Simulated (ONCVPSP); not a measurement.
# Br: generating and testing an ONCV potential

Task: generate the file, and judge it by its errors in other configurations, its logarithmic derivatives, its ghosts and its cutoff.

Method: ONCVPSP 4.0.1.1 (patched build), LDA (Perdew-Wang 92), scalar-relativistic.

### Step 1. The atom and the settings

Typed settings, in words:

| Item | Value |
| --- | --- |
| element | bromine (Br, Z = 35) |
| type | optimised norm-conserving Vanderbilt (ONCV) |
| frozen core | [Ar] |
| valence charge | 17 |
| reference configuration | 3d10 4s1.5 4p5.5 |
| partial waves | 4s: rc 1.55 bohr, ncon 3, nbas 8, qcut 3.4 1/bohr, 2 projectors, debl 3.3 Ha; 4p: rc 1.25 bohr, ncon 5, nbas 9, qcut 7.2 1/bohr, 2 projectors, debl 2.4 Ha; 3d: rc 0.70 bohr, ncon 4, nbas 9, qcut 24.6 1/bohr, 3 projectors, debl 0.8 Ha |
| local potential | polynomial inside 0.50 bohr (lpopt 4, dvloc0 0 Ha) |
| core correction | not asked for |

An earlier all-electron run gives the scale for the radii.

All-electron outer shells of the reference configuration (LDA (PZ), scalar-relativistic, ld1.x):

| shell | level (eV) | outermost node (bohr) | outermost maximum (bohr) |
| --- | --- | --- | --- |
| 3s | -237.99 | 0.23 | 0.48 |
| 3p | -173.99 | 0.21 | 0.48 |
| 3d | -67.77 | – | 0.43 |
| 4s | -20.73 | 0.67 | 1.41 |
| 4p | -8.31 | 0.70 | 1.66 |

### Step 2. The generation run

Br.dat reads:

```
# ATOM AND REFERENCE CONFIGURATION
# atsym  z   nc   nv     iexc    psfile
  Br 35.00    5    3  -001012      upf
#
#   n    l    f
    1    0    2.00
    2    0    2.00
    2    1    6.00
    3    0    2.00
    3    1    6.00
    3    2   10.00
    4    0    1.50
    4    1    5.50
#
# PSEUDOPOTENTIAL AND OPTIMIZATION
# lmax
    2
#
#   l,   rc,      ep,       ncon, nbas, qcut
    0    1.55    0.00    3    8    3.40
    1    1.25    0.00    5    9    7.20
    2    0.70    0.00    4    9   24.60
#
# LOCAL POTENTIAL
# lloc, lpopt,  rc(5),   dvloc0
    4    4    0.50    0.00
#
# VANDERBILT-KLEINMAN-BYLANDER PROJECTORs
# l, nproj, debl
    0    2    3.30
    1    2    2.40
    2    3    0.80
#
# MODEL CORE CHARGE
# icmod, fcfact, rcfact
    0    0.00    0.00
#
# LOG DERIVATIVE ANALYSIS
# epsh1, epsh2, depsh
   -4.00    5.00    0.02
#
# OUTPUT GRID
# rlmax, drl
    6.00    0.01
#
# TEST CONFIGURATIONS
# ncnf
    4
# nvcnf
#   n    l    f
    3
    3    2   10.00
    4    0    2.00
    4    1    5.00
#
    3
    3    2   10.00
    4    0    2.00
    4    1    4.00
#
    3
    3    2   10.00
    4    0    2.00
    4    1    3.00
#
    3
    3    2    9.00
    4    0    2.00
    4    1    5.00
#
```

On the command line:

```console
$ oncvpsp.x < Br.dat > Br.out
```

Q: Predict the outcome of this session. Wanted: cutoffs for 1 and 0.1 mHa per electron, occupied waves; bound ghosts; GHOST(+) flags; largest test error; largest phase difference near zero energy, channels read; projector energies reset by the program.

As calculated:

| quantity | value |
| --- | --- |
| cutoffs for 1 and 0.1 mHa per electron, occupied waves | 225 Ha and 252 Ha |
| bound ghosts | s at -244.30 eV, p at -279.71 eV, p at -92.81 eV |
| GHOST(+) flags | none at low energy |
| largest test error (AE − PS) | -561 meV, for 3d9 4s2 4p5 |
| largest phase difference near zero energy, channels read | 0.000 rad |
| projector energies reset by the program | d: -2.490, 0.250, 1.050 Ha |

**Reading.** A bound ghost (s, p) makes it unfit for use: electrons can fall into a state that the atom doesn't have. Close by lies the frozen 3s level (-238.0 eV). By total energies transferability is poor: the largest error is 561 meV on 72.6 eV, for 3d9 4s2 4p5. That test lies far up in energy; among those under 40 eV, nearer to bonding, the largest error is 6.8 meV. The potential is very hard: the looser tolerance needs 225 Ha. At the looser tolerance the 3d wave is the slowest; 4p needs 139 Ha. Near zero energy the phases of the channels with partial waves agree within 0.001 rad. The pseudo curves have a pole with no partner nearby in the atom's: p at -3.37 Ha. All of this concerns the isolated atom, not yet a solid.
